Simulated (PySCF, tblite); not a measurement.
# C6H9NOSi: geometry, infrared bands and NMR shifts

Wanted: the infrared bands and NMR shifts of C6H9NOSi (`C#CC(=O)N[SiH2]C1CC1`), by calculation.

Computed with tblite 0.8.0 and PySCF 2.14.0, with density-fitted response routines of our own, on a single molecule in the gas phase. Atoms are numbered from 0 throughout.

## 1. The starting structure

18 atoms, charge 0, multiplicity 1; geometry from: force field or distance geometry start.

Bonds of the start (Å): C0–C1 1.24, C1–C2 1.42, C2–O3 1.25, C2–N4 1.40, N4–Si5 1.79, Si5–C6 1.83, C6–C7 1.52, C7–C8 1.50, C8–C6 1.51, C0–H9 1.05, N4–H10 1.05, Si5–H11 1.46, Si5–H12 1.50, C6–H13 1.09, C7–H14 1.10, C7–H15 1.13, C8–H16 1.10, C8–H17 1.11.

## 2. Optimising the geometry with GFN2-xTB

Job settings and geometry (Å):

```
{"job": {"kind": "relax", "xc": "GFN2-xTB", "basis": "xTB"}, "charge": 0, "multiplicity": 1}
C      4.618700     0.048700    -0.066100
C      3.384100     0.126100    -0.077100
C      1.962700     0.201100    -0.051200
O      1.387400     1.252500     0.297400
N      1.221200    -0.920200    -0.451900
Si    -0.569000    -1.007100    -0.513700
C     -1.329300     0.570900     0.031700
C     -1.954900     0.484400     1.416800
C     -2.819600     0.694900     0.204900
H      5.662800    -0.013700    -0.074000
H      1.739600    -1.780000    -0.758300
H     -1.014400    -1.475100    -1.824100
H     -0.913900    -2.097500     0.453700
H     -0.848100     1.490900    -0.315700
H     -1.720100     1.322200     2.093300
H     -2.128800    -0.536800     1.877200
H     -3.489700    -0.090600    -0.176800
H     -3.197400     1.735600     0.127900
```

Launch:

```
> OMP_NUM_THREADS=1 python probes_run.py task.json out
```

The driver reads the jobs from task.json and runs them one after another.

**Question.** This job is followed by: GFN2-xTB harmonic vibrations, gas phase; GIAO PBE0/pcSseg-1 NMR shielding, non-relativistic, gas phase. Predict these results of the whole session: strongest single infrared mode (GFN2-xTB); zero-point energy (GFN2-xTB); ¹³C shifts against TMS (PBE0/pcSseg-1, means over atoms taken as alike); ¹H shifts against TMS (PBE0/pcSseg-1, means over atoms taken as alike); ¹⁷O shifts against H2O (PBE0/pcSseg-1); ¹⁵N shifts against NH3 (PBE0/pcSseg-1); ²⁹Si shifts against TMS (PBE0/pcSseg-1); surface potential, 1st and 99th percentile.

The runs gave:

| quantity | value |
| --- | --- |
| strongest single infrared mode (GFN2-xTB) | 1362 cm⁻¹, 537 km/mol |
| zero-point energy (GFN2-xTB) | 82.5 kcal/mol |
| ¹³C shifts against TMS (PBE0/pcSseg-1, means over atoms taken as alike) | 161.0, 81.4, 80.9, 3.2, -4.5 ppm |
| ¹H shifts against TMS (PBE0/pcSseg-1, means over atoms taken as alike) | 5.37, 4.42, 2.24, 0.65, 0.56, 0.13 ppm |
| ¹⁷O shifts against H2O (PBE0/pcSseg-1) | 453.1 ppm |
| ¹⁵N shifts against NH3 (PBE0/pcSseg-1) | 138.2 ppm |
| ²⁹Si shifts against TMS (PBE0/pcSseg-1) | -33.5 ppm |
| surface potential, 1st and 99th percentile | -1.81 V and 1.89 V |

**Reading.** Relaxing lowered the energy by 0.686 eV in 134 steps; the close pair that moved most is C7–H15, from 1.134 to 1.080 Å. All 48 modes are real, so the xTB geometry is a minimum. The strongest single mode, at 1362 cm⁻¹, moves mainly C2 and N4. GFN2-xTB is a fitted tight-binding method: band positions and strengths are rough. Its intensities can rank the bands wrongly. At PBE0/pcSseg-1: Shielding is most anisotropic at O3 (span 736 ppm, paramagnetic term -522 ppm). By nearest atom (PBE0/pcSseg-1), the HOMO sits on N4 27 %; O3 22 % and the LUMO on C0, C2 about 24 % each; O3 17 %.
